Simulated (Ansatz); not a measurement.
Crystal: CrN2.

```xyz
6
Lattice="3.9018 0.0000 0.0000 0.0000 4.8095 0.0000 0.0000 0.0000 2.7842" Properties=species:S:1:pos:R:3 pbc="T T T"
Cr    0.0000    0.0000    0.0000
Cr    1.9509    2.4048    1.3921
N     3.3796    2.8317    0.0000
N     0.5222    1.9778    0.0000
N     1.4287    4.3825    1.3921
N     2.4731    0.4270    1.3921
```

The cell comes from a database or a generator and needn't be the stable form of this composition.

- Program: Ansatz 0.2.0
- Task: relaxation of cell and atoms
- Functional: r2SCAN
- Potentials or basis: Ansatz PAW
- Cutoff: 500 eV (not typed: the program's choice for these potentials)
- k mesh: 7 × 6 × 10
- Occupations: fermi-dirac, width 0.05 eV
- Spin: collinear spin, ferromagnetic start
- Starting moments: [3.0, 3.0, 0.0, 0.0, 0.0, 0.0] μB

At the start: volume 8.71 Å³/atom.

Q: Where does the relaxation end?

A: It ends after 6 steps and the volume is 8.64 Å³/atom (-0.7 %); space group Pnnm (No. 58, to 0.05 Å); moment 4.34 μB per cell.

Step by step:
```csv
step,energy change (eV),largest force (eV/Å),volume (Å³)
1,0.0000,0.0363,52.25
2,-0.0172,0.0440,52.10
3,-0.0183,0.0310,51.93
4,-0.0185,0.0091,51.90
5,-0.0185,0.0004,51.86
6,-0.0182,0.0004,51.86
```

Final structure:
```cif
data_structure
_symmetry_space_group_name_H-M 'P 1'
_symmetry_Int_Tables_number 1
_cell_length_a 3.8492
_cell_length_b 4.7903
_cell_length_c 2.8127
_cell_angle_alpha 90.000
_cell_angle_beta 90.000
_cell_angle_gamma 90.000
_cell_volume 51.86
loop_
_atom_site_label
_atom_site_type_symbol
_atom_site_fract_x
_atom_site_fract_y
_atom_site_fract_z
_atom_site_occupancy
Cr1 Cr 0.00000 0.00000 0.00000 1
Cr2 Cr 0.50000 0.50000 0.50000 1
N1 N 0.86489 0.58929 0.00000 1
N2 N 0.13511 0.41071 0.00000 1
N3 N 0.36489 0.91071 0.50000 1
N4 N 0.63511 0.08929 0.50000 1
```

Caveat: the magnetic or orbital state may not be the lowest; the plane-wave basis is chosen anew once the cell has moved, so the energies of steps on either side of that aren't comparable; only a ferromagnetic start was run, and an antiferromagnetic order may lie lower in energy; the PAW data sets come from PBE, with cores solved anew for the run's functional, which leaves a small shift of forces and pressure.
